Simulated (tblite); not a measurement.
# C8H16NP: the cost of one run

The runs use tblite 0.8.0 and PySCF 2.14.0, with density-fitted response routines of our own; the level of theory stands in each step. All values are computed, except where a source is named. Atoms are numbered from 0 throughout.

**1. The starting structure**

26 atoms, charge 0, multiplicity 1; geometry from: force field or distance geometry start.

Bonds of the start (Å): C0–C1 1.32, C1–P2 1.84, P2–C3 1.81, C3–C4 1.36, C3–C5 1.50, P2–N6 1.78, N6–C7 1.43, N6–C8 1.45, C8–C9 1.54, C0–H10 1.09, C0–H11 1.08, C1–H12 1.08, C4–H13 1.09, C4–H14 1.09, C5–H15 1.08, C5–H16 1.11, C5–H17 1.13, C7–H18 1.11, C7–H19 1.13, C7–H20 1.10, C8–H21 1.11, C8–H22 1.14, C9–H23 1.09, C9–H24 1.11, C9–H25 1.11.

**2. Geometry optimisation with GFN2-xTB**

Job settings and geometry (Å):

```
{"job": {"kind": "relax", "xc": "GFN2-xTB", "basis": "xTB"}, "charge": 0, "multiplicity": 1}
C      0.684100     2.977000    -0.788800
C      0.665200     1.690200    -1.101200
P      0.297800     0.360000     0.115000
C      1.818800    -0.485300     0.627300
C      2.437000     0.003000     1.732900
C      2.366600    -1.679300    -0.088500
N     -0.913500    -0.694300    -0.652200
C     -1.186900    -1.890100     0.088200
C     -2.112500     0.075500    -0.900300
C     -2.614700     0.623800     0.443800
H      0.444600     3.323200     0.215100
H      0.901200     3.731200    -1.531000
H      0.903800     1.377900    -2.112200
H      2.028500     0.876300     2.250500
H      3.359500    -0.443700     2.108900
H      1.621300    -2.240800    -0.638100
H      3.211100    -1.285300    -0.691000
H      2.871200    -2.296300     0.716500
H     -0.690000    -2.799300    -0.307500
H     -2.299200    -2.069800     0.021400
H     -0.881300    -1.811800     1.146300
H     -2.896200    -0.481500    -1.446700
H     -1.816900     1.021200    -1.455000
H     -2.685700     1.710500     0.423800
H     -1.919400     0.253400     1.228500
H     -3.615300     0.176700     0.607800
```

On the command line:

```bash
$ OMP_NUM_THREADS=1 python probes_run.py task.json out
```

One launch serves the whole session: the jobs run in the order shown.

**Question.** How long does this first job take on 1 thread of Arm Neoverse V1, shared host, and how much memory does it need?

About 1.9 s, with a peak of 0.18 GiB.
